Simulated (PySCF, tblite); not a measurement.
# C8H6FN3: geometry, infrared bands and NMR shifts

Aim: predict the infrared bands and NMR shifts of C8H6FN3 (`Fc1ccccc1-n1ccnn1`).

Computed with tblite 0.8.0 and PySCF 2.14.0, with density-fitted response routines of our own, on a single molecule in the gas phase. Atoms count from 0, in the outputs and in this text.

### 1 Starting geometry

18 atoms, charge 0, multiplicity 1; geometry from: force field or distance geometry start.

Bonds of the start (Å): F0–C1 1.36, C1–C2 1.38, C2–C3 1.41, C3–C4 1.38, C4–C5 1.39, C5–C6 1.41, C6–N7 1.42, N7–C8 1.38, C8–C9 1.37, C9–N10 1.36, N10–N11 1.33, C6–C1 1.40, N11–N7 1.35, C2–H12 1.09, C3–H13 1.08, C4–H14 1.10, C5–H15 1.09, C8–H16 1.07, C9–H17 1.08.

### 2 Relaxing the molecule with GFN2-xTB

Job settings and geometry (Å):

```
{"job": {"kind": "relax", "xc": "GFN2-xTB", "basis": "xTB"}, "charge": 0, "multiplicity": 1}
F      0.198900    -2.148700     0.496900
C     -0.610400    -1.138200     0.094400
C     -1.968600    -1.397000     0.074300
C     -2.863500    -0.386700    -0.337400
C     -2.373400     0.855300    -0.688300
C     -1.002500     1.108900    -0.665600
C     -0.097800     0.109100    -0.264200
N      1.295600     0.390700    -0.231300
C      2.355600    -0.421100     0.116500
C      3.458900     0.368200    -0.043800
N      3.084600     1.599600    -0.482900
N      1.763000     1.605000    -0.592300
H     -2.353500    -2.371500     0.369300
H     -3.927800    -0.590700    -0.357300
H     -3.062200     1.649500    -1.006700
H     -0.648800     2.099500    -0.943600
H      2.244600    -1.436500     0.442700
H      4.498600     0.111100     0.121000
```

On the command line:

```
OMP_NUM_THREADS=1 python probes_run.py task.json out
```

This one command runs all jobs of the session in turn.

**Question.** This job is followed by: GFN2-xTB harmonic vibrations, gas phase; GIAO PBE0/pcSseg-1 NMR shielding, non-relativistic, gas phase. Predict these results of the whole session: strongest single infrared mode (GFN2-xTB); zero-point energy (GFN2-xTB); 13C shifts against TMS (PBE0/pcSseg-1); 1H shifts against TMS (PBE0/pcSseg-1); 19F shifts against CFCl3 (PBE0/pcSseg-1); 15N shifts against NH3 (PBE0/pcSseg-1).

The runs gave:

| quantity | value |
| --- | --- |
| strongest single infrared mode (GFN2-xTB) | 1499 cm⁻¹, 98 km/mol |
| zero-point energy (GFN2-xTB) | 80.0 kcal/mol |
| 13C shifts against TMS (PBE0/pcSseg-1) | 160.2, 139.4, 133.9, 131.0, 130.0, 129.9, 128.6, 123.5 ppm |
| 1H shifts against TMS (PBE0/pcSseg-1) | 9.56, 8.55, 7.91, 7.67, 7.65, 7.60 ppm |
| 19F shifts against CFCl3 (PBE0/pcSseg-1) | -133.2 ppm |
| 15N shifts against NH3 (PBE0/pcSseg-1) | 390.8, 388.2, 270.2 ppm |

**Reading.** The optimisation took 27 steps and gained 0.172 eV; among the close pairs (by a distance rule), N10–N11 changed most, from 1.326 to 1.270 Å. The lowest mode is slightly imaginary (14i cm⁻¹), a soft motion within the noise of the Hessian, so the minimum is not strictly shown. The strongest single mode, at 1499 cm⁻¹, is spread over many atoms; the largest shares are those of C6, N7. Unscaled tight-binding wavenumbers are off by several per cent, some by more. Its intensities can rank the bands wrongly. At PBE0/pcSseg-1: The largest span, 594 ppm, is at N10, where the paramagnetic term is -449 ppm. NICS(1)zz of -26 ppm above the planar ring from C1 marks a diatropic (aromatic) ring current. NICS(1)zz of -30 ppm above the planar ring from N7 marks a diatropic (aromatic) ring current.
